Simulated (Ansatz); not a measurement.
## NiMoIrPdW: projected density of states with PBE

The system is NiMoIrPdW.

```xyz
5
Lattice="4.1467 0.0000 0.0000 -2.0734 3.5911 0.0000 0.0000 0.0000 5.4163" Properties=species:S:1:pos:R:3 pbc="T T T"
Ni    0.0000    0.0000    0.1203
Mo    2.0734    1.1970    2.4913
Pd    0.0000    2.3941    4.0406
Ir    0.0000    2.3941    1.3888
W     2.0734    1.1970    5.4155
```

The cell was built by a generator and needn't be a form met in nature.

| Quantity | Value |
| --- | --- |
| Program | Ansatz 0.2.0 |
| Task | projected density of states |
| Functional | PBE |
| Potentials or basis | all-electron LAPW, scalar-relativistic |
| Cutoff | 343 eV (chosen from the basis error) |
| Basis error allowed | 0.002 eV/atom |
| k mesh | 7 × 7 × 5 |
| Occupations | fermi-dirac, width 0.05 eV |
| Spin | collinear spin, ferromagnetic start |
| Starting moments | [1.0, 1.0, 0.0, 0.6, 0.0] μB |

* Pressure: 0.0 GPa
* Largest force: 0.160 eV/Å
* Band gap along the path: none (metal or under the smearing width)
* Net moment: 0.00 μB per cell
* Absolute moment: 0.00 μB per cell

Forces on the atoms (eV/Å):
```
Ni   0.000  0.000  0.051
Mo   0.000  0.000  0.160
Pd   0.000  0.000  0.004
Ir   0.000  0.000 -0.082
W    0.000  0.000 -0.134
```

Levels at the corners of the path, in eV from the Fermi level:
Spin up:
| point | band 79 | band 80 | band 81 | band 82 | band 83 | band 84 | band 85 | band 86 | band 87 | band 88 |
| --- | --- | --- | --- | --- | --- | --- | --- | --- | --- | --- |
| Γ | -1.63 | -1.63 | -1.41 | -1.41 | -0.76 | 0.80 | 0.80 | 2.01 | 2.01 | 2.42 |
| M | -1.65 | -1.55 | -1.27 | -0.19 | -0.04 | 0.30 | 0.82 | 1.54 | 1.65 | 2.08 |
| K | -1.46 | -1.34 | -1.27 | -1.15 | -1.03 | -0.38 | 0.50 | 0.90 | 1.74 | 1.92 |
| Γ | -1.63 | -1.63 | -1.41 | -1.41 | -0.76 | 0.80 | 0.80 | 2.01 | 2.01 | 2.42 |
| A | -1.36 | -1.36 | -0.51 | -0.51 | -0.41 | 0.43 | 0.73 | 0.73 | 1.49 | 1.49 |
| L | -2.01 | -1.83 | -1.39 | -0.97 | -0.77 | -0.04 | 0.63 | 0.76 | 1.20 | 1.41 |
| H | -2.05 | -1.96 | -1.72 | -1.10 | -0.35 | -0.19 | 0.50 | 0.88 | 1.27 | 1.58 |
| A | -1.36 | -1.36 | -0.51 | -0.51 | -0.41 | 0.43 | 0.73 | 0.73 | 1.49 | 1.49 |
Spin down:
| point | band 81 | band 82 | band 83 | band 84 | band 85 | band 86 |
| --- | --- | --- | --- | --- | --- | --- |
| Γ | -1.41 | -1.41 | -0.76 | 0.80 | 0.80 | 2.01 |
| M | -1.27 | -0.19 | -0.04 | 0.30 | 0.82 | 1.54 |
| K | -1.27 | -1.15 | -1.03 | -0.38 | 0.50 | 0.90 |
| Γ | -1.41 | -1.41 | -0.76 | 0.80 | 0.80 | 2.01 |
| A | -0.51 | -0.51 | -0.41 | 0.43 | 0.73 | 0.73 |
| L | -1.39 | -0.97 | -0.77 | -0.04 | 0.63 | 0.76 |
| H | -1.72 | -1.10 | -0.35 | -0.19 | 0.50 | 0.88 |
| A | -0.51 | -0.51 | -0.41 | 0.43 | 0.73 | 0.73 |

States per cell in windows of 1 eV (zero at the Fermi level; states under -8 eV left out):
| from (eV) | up | down |
| --- | --- | --- |
| -8.0 | 0.29 | 0.29 |
| -7.0 | 0.54 | 0.54 |
| -6.0 | 2.22 | 2.22 |
| -5.0 | 3.65 | 3.65 |
| -4.0 | 4.09 | 4.09 |
| -3.0 | 3.90 | 3.90 |
| -2.0 | 3.53 | 3.53 |
| -1.0 | 2.35 | 2.35 |
| 0.0 | 1.80 | 1.80 |
| 1.0 | 2.83 | 2.83 |
| 2.0 | 2.10 | 2.10 |
| 3.0 | 0.74 | 0.74 |
| 4.0 | 0.84 | 0.84 |

It took 97 s on 8 threads of Intel(R) Xeon(R) 6975P-C (Granite Rapids) (shared host), peak memory 2 GiB.

Caveat: spin-orbit coupling is left out, which moves the levels of the heavy elements; the starting moments weren't kept.
